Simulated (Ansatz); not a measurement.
**Ga4As3N: the band gap up the ladder of functionals**

The task here is to estimate one member of a computed series from the others.

The runs shown are made with Ansatz 0.2.0. PAW datasets, plane waves. No spin polarisation and no zero-point or thermal motion; the cell was built from a prototype and may be hypothetical.

### The cell

The cell was relaxed beforehand with r2SCAN.

It is tetragonal, I-42m (No. 121); conventional cell a = 5.388 Å, c = 10.614 Å, 19.26 Å³ an atom. N has 4 Ga at 2.01 Å; Ga has 1 N at 2.01 Å and 3 As at 2.42–2.50 Å; As has 4 Ga at 2.42 Å; As has 4 Ga at 2.50 Å.

The structure in full:

```cif
data_structure
_symmetry_space_group_name_H-M 'P 1'
_symmetry_Int_Tables_number 1
_cell_length_a 6.5329
_cell_length_b 6.5329
_cell_length_c 6.5329
_cell_angle_alpha 131.291
_cell_angle_beta 131.291
_cell_angle_gamma 71.352
_cell_volume 154.07
loop_
_atom_site_label
_atom_site_type_symbol
_atom_site_fract_x
_atom_site_fract_y
_atom_site_fract_z
_atom_site_occupancy
N1 N 0.00000 0.00000 0.00000 1
Ga1 Ga 0.67573 0.67573 0.57576 1
As1 As 0.25000 0.75000 0.50000 1
Ga2 Ga 0.90003 0.32427 0.00000 1
As2 As 0.50000 0.50000 0.00000 1
Ga3 Ga 0.09997 0.09997 0.42424 1
As3 As 0.75000 0.25000 0.50000 1
Ga4 Ga 0.32427 0.90003 0.00000 1
```

The first run:

Input file input.yaml:

```yaml
crystal:
  lattice:
    - [-2.6940485724, 2.6940485724, 5.3068335635]
    - [2.6940485724, -2.6940485724, 5.3068335635]
    - [2.6940485724, 2.6940485724, -5.3068335635]
  atoms:
    - { symbol: "N", position: [0.0, 0.0, 0.0] }
    - { symbol: Ga, position: [0.6757337504, 0.6757337504, 0.575760913] }
    - { symbol: As, position: [0.25, 0.75, 0.5] }
    - { symbol: Ga, position: [0.9000271626, 0.3242662496, 0.0] }
    - { symbol: As, position: [0.5, 0.5, 0.0] }
    - { symbol: Ga, position: [0.0999728374, 0.0999728374, 0.424239087] }
    - { symbol: As, position: [0.75, 0.25, 0.5] }
    - { symbol: Ga, position: [0.3242662496, 0.9000271626, 0.0] }
kpoints:
  mp_grid: { grid: [6, 6, 6] }
  band_path:
    path:
      - [[0.0, 0.0, 0.0], [-1.050596216533e-17, 1.050596216533e-17, 0.5], [0.25, 0.25, 0.25], [3.368557557078e-17, 0.5, -3.368557557078e-17], [0.0, 0.0, 0.0], [0.5, 0.5, -0.5], [0.3144287814292, 0.6855712185708, -0.3144287814292]]
      - [[-0.3144287814292, 0.3144287814292, 0.3144287814292], [0.0, 0.0, 0.0]]
      - [[-1.050596216533e-17, 1.050596216533e-17, 0.5], [-0.1288575628583, 0.1288575628583, 0.5]]
      - [[0.5, 0.5, -0.1288575628583], [0.5, 0.5, -0.5]]
    npoints: 10
hamiltonian:
  xc: pbe
scf:
  occupations: { method: fermi_dirac, width: 0.02 }
  n_extra_bands: 6
output:
  forces: true
  stress: true
  eigenvalues: true
  write_density: true
  write_potential: true
  elf: true
  volumetric_format: npy
```

Run with:

```sh
$ ansatz run input.yaml --threads 4 --pin off --max-ram 6451MiB --backend cpu --events-out ev --progress --plain --runs-dir out
```

Among the steps run: Band structure with PBE; Single point with r2SCAN; HSE06; PBE+SOC; Single point with PBE0.

One table of the session follows, with a row left open; its other results are not shown here.

| level | gap (eV) |
| --- | --- |
| PBE | 0.16 |
| r2SCAN | 0.52 |
| HSE06 | ? |
| PBE+SOC | 0.09 |
| PBE0 | 1.54 |

Q: Estimate the row for HSE06 from the others.

As computed: gap (eV): 0.93. In the column «gap (eV)» it lies between r2SCAN (0.52) and PBE0 (1.54).

Meshes: PBE 6×6×6, r2SCAN 6×6×6, HSE06 4×4×4, PBE+SOC 6×6×6, PBE0 4×4×4

The gap runs from 0.09 eV (PBE+SOC) to 1.54 eV (PBE0). PBE reaches 18 % of the HSE06 value, and r2SCAN 56 %. PBE0 lies 0.61 eV above HSE06, which differs from it by screening the long-range exchange.

Limits of these values: Warnings in the runs' records: stress scf threshold loose, stress exchange threshold loose.
